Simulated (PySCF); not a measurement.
# C3H6Ge: the cost of one run

Programs: PySCF 2.14.0, with density-fitted response routines of our own. Each step states its level of theory. These are calculated values for one molecule in the gas phase, unless marked as measured. Atoms are numbered from 0 throughout.

## Step 1: The molecule as given

10 atoms, charge 0, multiplicity 1; geometry from: GFN2-xTB. The atoms were then displaced at random by about 0.01 Å, so the start is not that level's minimum.

Bonds of the start (Å): C0–C1 1.33, C1–C2 1.31, C2–Ge3 1.90, C0–H4 1.05, C0–H5 1.07, C2–H6 1.08, Ge3–H7 1.49, Ge3–H8 1.53, Ge3–H9 1.51.

## Step 2: Geometry optimisation at PBE0-D3(BJ)/def2-SVP

The job: settings as JSON, then the geometry in Å.

```
{"job": {"xc": "PBE0", "basis": "def2-SVP", "d3": "d3bj", "grid": 1, "shake": 0.01, "kind": "geom"}, "charge": 0, "multiplicity": 1}
C      2.227060    -0.345740    -0.300270
C      1.064850     0.259940    -0.098520
C     -0.108180     0.807070     0.101060
Ge    -1.726590    -0.179950     0.180660
H      2.811760    -0.689240     0.497920
H      2.596940    -0.451030    -1.300880
H     -0.147960     1.879720     0.251540
H     -1.525810    -1.636580    -0.039400
H     -2.425760     0.015750     1.531870
H     -2.715860     0.319140    -0.845030
```

The run is started by

```
OMP_NUM_THREADS=1 python probes_run.py task.json out
```

This one command runs all jobs of the session in turn.

Q: Estimate the wall time and peak memory of this first job on 1 thread of Arm Neoverse V1, shared host.

About 24 s, with a peak of 0.42 GiB.
